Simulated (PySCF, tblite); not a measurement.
# C₂H₉NOSi₂: geometry, infrared bands and NMR shifts

What infrared bands and NMR shifts should C₂H₉NOSi₂ (`C=N[SiH2][SiH2]OC`) show?

Computed with tblite 0.8.0 and PySCF 2.14.0, with density-fitted response routines of our own, on a single molecule in the gas phase. Atoms are numbered from 0 throughout.

## Step 1: The molecule as given

15 atoms, charge 0, multiplicity 1; geometry from: force field or distance geometry start.

Bonds of the start (Å): C0–N1 1.29, N1–Si2 1.75, Si2–Si3 2.23, Si3–O4 1.73, O4–C5 1.39, C0–H6 1.09, C0–H7 1.08, Si2–H8 1.47, Si2–H9 1.48, Si3–H10 1.48, Si3–H11 1.47, C5–H12 1.11, C5–H13 1.09, C5–H14 1.10.

## Step 2: Relaxing the molecule with GFN2-xTB

The job: settings as JSON, then the geometry in Å.

```
{"job": {"kind": "relax", "xc": "GFN2-xTB", "basis": "xTB"}, "charge": 0, "multiplicity": 1}
C      3.474900    -0.169000    -0.027600
N      2.407300    -0.615800    -0.602800
Si     0.914700     0.292000    -0.463800
Si    -0.887300    -1.023800    -0.412900
O     -1.886600    -0.441400     0.868900
C     -2.675600     0.549500     0.297600
H      3.492300     0.766000     0.531900
H      4.374500    -0.763900    -0.130100
H      0.946800     1.021800     0.811400
H      0.809800     1.253600    -1.585000
H     -1.674700    -0.914800    -1.663500
H     -0.577400    -2.422200    -0.073200
H     -2.846600     1.410500     0.982700
H     -3.657300     0.136000     0.061200
H     -2.219100     0.929600    -0.627900
```

Run with:

```bash
$ OMP_NUM_THREADS=1 python probes_run.py task.json out
```

One launch serves the whole session: the jobs run in the order shown.

**Question.** This job is followed by: GFN2-xTB harmonic vibrations, gas phase; GIAO PBE0/pcSseg-1 NMR shielding, non-relativistic, gas phase. Predict these results of the whole session: strongest single infrared mode (GFN2-xTB); zero-point energy (GFN2-xTB); ¹³C shifts against TMS (PBE0/pcSseg-1); ¹H shifts against TMS (PBE0/pcSseg-1, means over atoms taken as alike); ¹⁵N shifts against NH3 (PBE0/pcSseg-1); ²⁹Si shifts against TMS (PBE0/pcSseg-1); ¹⁷O shifts against H2O (PBE0/pcSseg-1); surface potential, 1st and 99th percentile.

The runs gave:

| quantity | value |
| --- | --- |
| strongest single infrared mode (GFN2-xTB) | 692 cm⁻¹, 613 km/mol |
| zero-point energy (GFN2-xTB) | 64.7 kcal/mol |
| ¹³C shifts against TMS (PBE0/pcSseg-1) | 173.3, 55.1 ppm |
| ¹H shifts against TMS (PBE0/pcSseg-1, means over atoms taken as alike) | 8.74, 8.57, 5.50, 5.30, 3.64 ppm |
| ¹⁵N shifts against NH3 (PBE0/pcSseg-1) | 410.5 ppm |
| ²⁹Si shifts against TMS (PBE0/pcSseg-1) | -23.7, -60.3 ppm |
| ¹⁷O shifts against H2O (PBE0/pcSseg-1) | -11.7 ppm |
| surface potential, 1st and 99th percentile | -1.37 V and 1.15 V |

Relaxing lowered the energy by 0.829 eV in 158 steps; the close pair that moved most is Si3–O4, from 1.726 to 1.629 Å. All 39 modes are real, so the xTB geometry is a minimum. The strongest single mode, at 692 cm⁻¹, is carried by H9, H8, H10. GFN2-xTB is a fitted tight-binding method: band positions and strengths are rough. Its intensities can rank the bands wrongly. At PBE0/pcSseg-1: The widest tensor belongs to N1: span 882 ppm, with a paramagnetic part of -476 ppm. At PBE0/pcSseg-1, counted by nearest atom on the grid, the HOMO lies on N1 63 %; H6, H8 about 10 % each, the LUMO on C0 28 %; N1 26 %.
